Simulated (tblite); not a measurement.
# C50H28 ([12]phenacene): the cost of one run

Programs: tblite 0.8.0 and PySCF 2.14.0, with routines of our own; each step states its level. All values are computed. Atoms count from 0.

## 1. The starting structure

78 atoms, charge 0, multiplicity 1; geometry from: force field, distance geometry or constructed start.

## 2. Optimising the geometry with GFN2-xTB

The job: settings as JSON, then the geometry in Å.

```
{"job": {"kind": "relax", "xc": "GFN2-xTB", "basis": "xTB"}, "charge": 0, "multiplicity": 1}
C     13.400100     0.252300    -0.889200
C     12.704100     0.672100    -2.022600
C     11.313500     0.672600    -2.015200
C     10.539800     0.270700    -0.898100
C     11.274500    -0.152200     0.244600
C     12.678400    -0.154500     0.232100
C     10.597900    -0.564100     1.378200
C      9.206800    -0.571700     1.420700
C      8.405500    -0.173600     0.325900
C      9.091000     0.251900    -0.838400
C      8.300100     0.652000    -1.928200
C      6.903000     0.640400    -1.882400
C      6.176400     0.231400    -0.745100
C      6.951800    -0.181100     0.363200
C      6.220200    -0.586300     1.495900
C      4.822900    -0.600300     1.542500
C      4.028000    -0.198700     0.451200
C      4.724400     0.217000    -0.708200
C      3.927000     0.622400    -1.790200
C      2.532800     0.611800    -1.749100
C      1.800900     0.203700    -0.619800
C      2.572400    -0.209200     0.492700
C      1.849700    -0.617100     1.629900
C      0.444500    -0.635800     1.662900
C     -0.348400    -0.228500     0.579600
C     -1.809200    -0.242200     0.623800
C     -2.529300    -0.649900     1.751000
C     -3.928200    -0.661400     1.793900
C     -4.724900    -0.261300     0.705100
C     -6.178600    -0.271500     0.753500
C     -6.902000    -0.682900     1.881200
C     -8.304100    -0.693000     1.926400
C     -9.094900    -0.293700     0.838100
C    -10.538400    -0.308700     0.895700
C    -11.307100    -0.714100     2.013000
C    -12.706800    -0.708200     2.013000
C    -13.396000    -0.294900     0.883600
C    -12.680800     0.115500    -0.237200
C    -11.274400     0.106100    -0.241200
C    -10.602700     0.528100    -1.380200
C     -9.203500     0.531000    -1.415300
C     -8.396900     0.124800    -0.322600
C     -6.944700     0.140400    -0.369500
C     -6.219800     0.549600    -1.497600
C     -4.828500     0.561300    -1.533800
C     -4.029500     0.160800    -0.453800
C     -2.570900     0.169600    -0.493600
C     -1.846600     0.583000    -1.621200
C     -0.447100     0.590500    -1.664200
C      0.350700     0.190500    -0.576700
H     14.480500     0.239300    -0.875000
H     13.258100     0.992400    -2.900200
H     10.825200     1.010500    -2.929100
H     13.232400    -0.479200     1.110600
H     11.144900    -0.891900     2.266000
H      8.757100    -0.910300     2.350100
H      8.757500     0.985900    -2.857500
H      6.405500     0.982400    -2.786300
H      6.723500    -0.924800     2.403900
H      4.380900    -0.938100     2.466800
H      4.366400     0.961000    -2.723000
H      2.032500     0.943300    -2.657600
H      2.349400    -0.953600     2.528200
H      0.005600    -0.967200     2.597100
H     -2.022900    -0.981500     2.657700
H     -4.375100    -0.999400     2.725700
H     -6.400400    -1.012800     2.784400
H     -8.748500    -1.034300     2.861400
H    -10.829600    -1.057000     2.924300
H    -13.254200    -1.035200     2.905900
H    -14.482500    -0.291500     0.881600
H    -13.237500     0.433000    -1.110900
H    -11.142300     0.848700    -2.260300
H     -8.757300     0.876900    -2.348000
H     -6.718700     0.883200    -2.403600
H     -4.374400     0.897200    -2.468400
H     -2.349800     0.912400    -2.526700
H     -0.005200     0.931400    -2.590700
```

Command:

```bash
$ OMP_NUM_THREADS=4 python large_run.py task.json out
```

This one command runs all jobs of the session in turn.

Q: Estimate the wall time and peak memory of this first job on 4 threads of Arm Neoverse V1, shared host.

About 2.1 s, with a peak of 0.19 GiB.
